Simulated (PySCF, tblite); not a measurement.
**C4H14BGeN: geometry, infrared bands and NMR shifts**

Aim: predict the infrared bands and NMR shifts of C4H14BGeN (`[BH3-][N@+]1([GeH3])C[C@H](C)C1`).

The runs use tblite 0.8.0 and PySCF 2.14.0, with density-fitted response routines of our own; the level of theory stands in each step. All values are computed, except where a source is named. Atoms count from 0, in the outputs and in this text.

## Step 1: Starting geometry

21 atoms, charge 0, multiplicity 1; geometry from: force field or distance geometry start.

Bonds of the start (Å): B0–N1 1.53, N1–Ge2 1.86, N1–C3 1.43, C3–C4 1.52, C4–C5 1.51, C4–C6 1.51, C6–N1 1.43, B0–H7 1.20, B0–H8 1.20, B0–H9 1.17, Ge2–H10 1.56, Ge2–H11 1.54, Ge2–H12 1.55, C3–H13 1.11, C3–H14 1.10, C4–H15 1.10, C5–H16 1.12, C5–H17 1.10, C5–H18 1.09, C6–H19 1.11, C6–H20 1.12.

## Step 2: Optimising the geometry with GFN2-xTB

Job settings and geometry (Å):

```
{"job": {"kind": "relax", "xc": "GFN2-xTB", "basis": "xTB"}, "charge": 0, "multiplicity": 1}
B      1.177200     1.695100    -0.009300
N      0.681000     0.242700    -0.009900
Ge     2.122500    -0.938300     0.026300
C     -0.272900    -0.057300    -1.037800
C     -1.103500    -0.796000    -0.001200
C     -2.557500    -0.401500     0.004700
C     -0.334900     0.052700     0.978800
H      0.697600     2.204100     0.970300
H      0.798000     2.260900    -0.997700
H      2.342600     1.682400     0.083000
H      2.388900    -1.338100    -1.461100
H      1.843900    -2.236500     0.808200
H      3.415600    -0.249000     0.541700
H      0.163600    -0.772100    -1.768400
H     -0.756900     0.804100    -1.520200
H     -0.889800    -1.858900     0.158600
H     -2.926800    -0.417200     1.060500
H     -2.646200     0.648600    -0.324600
H     -3.203300    -1.065800    -0.578600
H     -0.056400    -0.455800     1.924400
H     -0.891500     1.012800     1.152000
```

Launch:

```console
$ OMP_NUM_THREADS=1 python probes_run.py task.json out
```

One launch serves the whole session: the jobs run in the order shown.

**Question.** This job is followed by: GFN2-xTB harmonic vibrations, gas phase; GIAO PBE0/pcSseg-1 NMR shielding, non-relativistic, gas phase. What will the session give for the following? strongest single infrared mode (GFN2-xTB); zero-point energy (GFN2-xTB); ¹³C shifts against TMS (PBE0/pcSseg-1, means over atoms taken as alike); ¹H shifts against TMS (PBE0/pcSseg-1, means over atoms taken as alike); ¹¹B shifts against BF3·OEt2 (PBE0/pcSseg-1); ¹⁵N shifts against NH3 (PBE0/pcSseg-1); ⁷³Ge shifts against GeMe4 (PBE0/pcSseg-1).

**Answer**, as computed:

```
                                                               quantity                                   value
                              strongest single infrared mode (GFN2-xTB)                   2122 cm⁻¹, 316 km/mol
                                           zero-point energy (GFN2-xTB)                          105.9 kcal/mol
¹³C shifts against TMS (PBE0/pcSseg-1, means over atoms taken as alike)                    66.1, 26.2, 21.1 ppm
 ¹H shifts against TMS (PBE0/pcSseg-1, means over atoms taken as alike)  4.65, 3.62, 3.53, 2.69, 2.10, 1.19 ppm
                            ¹¹B shifts against BF3·OEt2 (PBE0/pcSseg-1)                               -16.7 ppm
                                 ¹⁵N shifts against NH3 (PBE0/pcSseg-1)                                40.0 ppm
                              ⁷³Ge shifts against GeMe4 (PBE0/pcSseg-1)                                 -74 ppm
```

What this shows: The optimisation took 96 steps and gained 0.992 eV; among the close pairs (by a distance rule), B0–N1 changed most, from 1.535 to 1.616 Å. No mode is imaginary among the 57: a minimum at this level. The strongest single mode, at 2122 cm⁻¹, moves mainly H12. GFN2-xTB is a fitted tight-binding method: band positions and strengths are rough. Its intensities can rank the bands wrongly. C3, C6 (mean) (sp3 CH2 bonded to N) lies farthest downfield among carbon, at 66.1 ppm; pulled downfield by the heteroatom. At PBE0/pcSseg-1: The largest span, 381 ppm, is at Ge2, where the paramagnetic term is -1352 ppm. Spin-orbit coupling is left out, which matters for shieldings and couplings at and beside the heavy atoms.
